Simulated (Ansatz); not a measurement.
# C₆H₁₈ClGeN₃: small, medium and large basis sets

One table from this session's results is given with a row withheld; the runs are named, their logs left out.

Method: one geometry, several basis sets; program: Ansatz 0.2.0, Gaussian basis.

Levels to be run: PBE0-D4/def2-SVP; ωB97M-V/def2-SVP; PBE0-D4/def2-QZVPP; ωB97M-V/def2-QZVPP; the functionals' def2-TZVPP values are taken from earlier runs.

### The relaxed structure

An earlier PBE0-D4 in a triple-zeta def2 set relaxation fixed the geometry.

SMILES `C[N](C)[Ge]([Cl])([N](C)C)[N](C)C`, 29 atoms, charge 0, spin multiplicity 1.

Atoms are counted from 1 here; the program's logs count them from 0.

Bond lengths: C1–N2 1.445 Å, C1–H12 1.097 Å, C1–H13 1.092 Å, C1–H14 1.102 Å, N2–C3 1.442 Å, N2–Ge4 1.827 Å, C3–H15 1.102 Å, C3–H16 1.090 Å, C3–H17 1.097 Å, Ge4–Cl5 2.170 Å, Ge4–N6 1.810 Å, Ge4–N9 1.827 Å, N6–C7 1.444 Å, N6–C8 1.444 Å, C7–H18 1.100 Å, C7–H19 1.091 Å, C7–H20 1.097 Å, C8–H21 1.091 Å and more. Angles: N2–C1–H12 110.0°, N2–C1–H13 110.6°, N2–C1–H14 112.9°, H12–C1–H13 107.7°, H12–C1–H14 107.3°, H13–C1–H14 108.1°, C1–N2–C3 113.1°, C1–N2–Ge4 117.0°, C3–N2–Ge4 121.2°, N2–C3–H15 112.9°, N2–C3–H16 110.7°, N2–C3–H17 109.8°, H15–C3–H16 108.3°, H15–C3–H17 107.3°, H16–C3–H17 107.7°, N2–Ge4–Cl5 105.5°, N2–Ge4–N6 106.1°, N2–Ge4–N9 120.1° and more.

Set-up of the first run:

in.yaml reads:

```yaml
crystal:
  periodic: [false, false, false]
  atoms:
    - {symbol: C, position_ang: [-1.815373, 0.793807, 1.294054]}
    - {symbol: N, position_ang: [-0.399549, 0.658391, 1.551200]}
    - {symbol: C, position_ang: [-0.104813, 0.292661, 2.914765]}
    - {symbol: Ge, position_ang: [0.642003, 0.073616, 0.169407]}
    - {symbol: Cl, position_ang: [2.678727, 0.120780, 0.916762]}
    - {symbol: N, position_ang: [0.343173, 1.216756, -1.202337]}
    - {symbol: C, position_ang: [0.271503, 2.634571, -0.936685]}
    - {symbol: C, position_ang: [0.872028, 0.906251, -2.509859]}
    - {symbol: N, position_ang: [0.406926, -1.606286, -0.509121]}
    - {symbol: C, position_ang: [-0.870650, -1.888059, -1.123789]}
    - {symbol: C, position_ang: [0.992514, -2.758619, 0.130555]}
    - {symbol: H, position_ang: [-2.237530, 1.587820, 1.923075]}
    - {symbol: H, position_ang: [-1.992915, 1.066525, 0.251552]}
    - {symbol: H, position_ang: [-2.380125, -0.127671, 1.506795]}
    - {symbol: H, position_ang: [-0.564979, -0.663474, 3.211031]}
    - {symbol: H, position_ang: [0.971880, 0.215773, 3.068137]}
    - {symbol: H, position_ang: [-0.484853, 1.063283, 3.596990]}
    - {symbol: H, position_ang: [1.247829, 3.129001, -1.049203]}
    - {symbol: H, position_ang: [-0.082775, 2.814433, 0.079148]}
    - {symbol: H, position_ang: [-0.425502, 3.115553, -1.634142]}
    - {symbol: H, position_ang: [0.956346, -0.173400, -2.639986]}
    - {symbol: H, position_ang: [0.205833, 1.295795, -3.289639]}
    - {symbol: H, position_ang: [1.866665, 1.347462, -2.672244]}
    - {symbol: H, position_ang: [-1.617140, -2.267570, -0.408197]}
    - {symbol: H, position_ang: [-0.751779, -2.648848, -1.905628]}
    - {symbol: H, position_ang: [-1.278131, -0.990328, -1.593781]}
    - {symbol: H, position_ang: [1.157690, -3.550881, -0.610175]}
    - {symbol: H, position_ang: [1.958935, -2.506169, 0.567389]}
    - {symbol: H, position_ang: [0.354358, -3.179375, 0.923927]}
basis:
  gaussian: {orbitals: def2-SVP}
hamiltonian: {xc: pbe0, dispersion: d4}
output: {orbitals: {seedname: orbitals}}
```

Launch:

```bash
$ ansatz run in.yaml --threads 11 --pin off --events-out ev --progress --plain --max-ram 174080MiB --backend cpu
```

Steps of the session up to this table: PBE0-D4 in def2-SVP; ωB97M-V in def2-SVP; PBE0-D4 in def2-QZVPP; ωB97M-V in def2-QZVPP.

One of the session's tables, all rows but one given; the rest of the session is left out.

```
functional       basis  HOMO (eV)  LUMO (eV)
   PBE0-D4    def2-SVP      -5.93       1.06
   PBE0-D4  def2-TZVPP      -6.04       0.65
   PBE0-D4  def2-QZVPP      -6.06       0.36
   ωB97M-V    def2-SVP          ?          ?
   ωB97M-V  def2-TZVPP      -8.33       2.13
   ωB97M-V  def2-QZVPP      -8.35       1.52
```

**Question.** Estimate the row for ωB97M-V, def2-SVP.

The run gave: HOMO (eV): -8.22; LUMO (eV): 2.87. In the column «HOMO (eV)» it lies between ωB97M-V, def2-TZVPP (-8.33) and PBE0-D4, def2-QZVPP (-6.06).
